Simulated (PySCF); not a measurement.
**A diatomic session: SrS+**

An exercise on one series of results from a longer session: the logs are not shown, and one member is left open.

The runs use PySCF 2.14.0; Sr def2-SVP with ECP28, S def2-SVP, scalar-relativistic core potentials.

Set-up of the first run:

Settings of the job:

```yaml
atoms: Sr, S
charge: 1
basis: Sr def2-SVP with ECP28, S def2-SVP
Hamiltonian: scalar-relativistic core potentials
basis_functions: 41
electrons_treated: 25
masses_in_u: 87.9056, 31.9721
levels: PBE0, PBE, r²SCAN, B2PLYP, BHandHLYP, TPSSh, CAM-B3LYP, HF, MP2, SCS-MP2, CCSD, CCSD(T)
grid: 80 radial by 434 angular points
occupations: held fixed by the projection of orbital angular momentum
dissociation_limit: Sr+ + S, each in its ground configuration
starting_distance_in_angstrom: 2.795
values_of_2S_to_try: 1, 3
```

Launch:

```
> OMP_NUM_THREADS=1 python dia.py task.json out
```

Among the steps run: Input; First curve: PBE0; Other states along the same grid; PBE (GGA); r²SCAN (meta-GGA); B2PLYP (double hybrid); BHandHLYP (global hybrid GGA); TPSSh; CAM-B3LYP (range-separated hybrid); UHF (mean field); Adding correlation.

One table of the session follows, with a row left open; its other results are not shown here.

It belongs to the step «The curves together». Energy (eV) from each level's lowest point:

```
R (Å)    UHF  UHF-MP2  UHF-SCS-MP2  UHF-CCSD  UHF-CCSD(T)
2.271  1.309    1.134        1.157       n/a          n/a
2.377  0.646    0.532        0.547     0.547        0.551
2.482  0.250    0.186        0.195     0.195        0.198
2.562  0.086    0.052        0.056     0.057        0.058
2.641  0.009    0.000        0.000     0.000        0.000
2.720  0.000    0.011        0.008     0.007        0.004
2.826  0.068    0.100        0.092     0.089        0.082
2.958      ?        ?            ?         ?            ?
3.116  0.539    0.594        0.577     0.561        0.537
3.328  0.987    1.055        1.042       n/a          n/a
```

Q: Estimate the row for R (Å) = 2.958 from the others.

Worked estimate for «UHF». A straight line through the neighbours (2.826, 0.068) and (3.116, 0.539) gives 0.068 + (0.539 − 0.068) × (2.958 − 2.826) / (3.116 − 2.826) = 0.282; a parabola fitted to 4 rows on both sides gives 0.259.

As computed: UHF: 0.244; UHF-MP2: 0.292; UHF-SCS-MP2: 0.280; UHF-CCSD: 0.272; UHF-CCSD(T): 0.259. In «UHF» the line misses by +0.038 and the parabola by +0.015.

State 2 has its PBE0 minimum 0.53 eV higher. State 3 has its PBE0 minimum 2.22 eV higher. The other levels ran on the lowest alone.
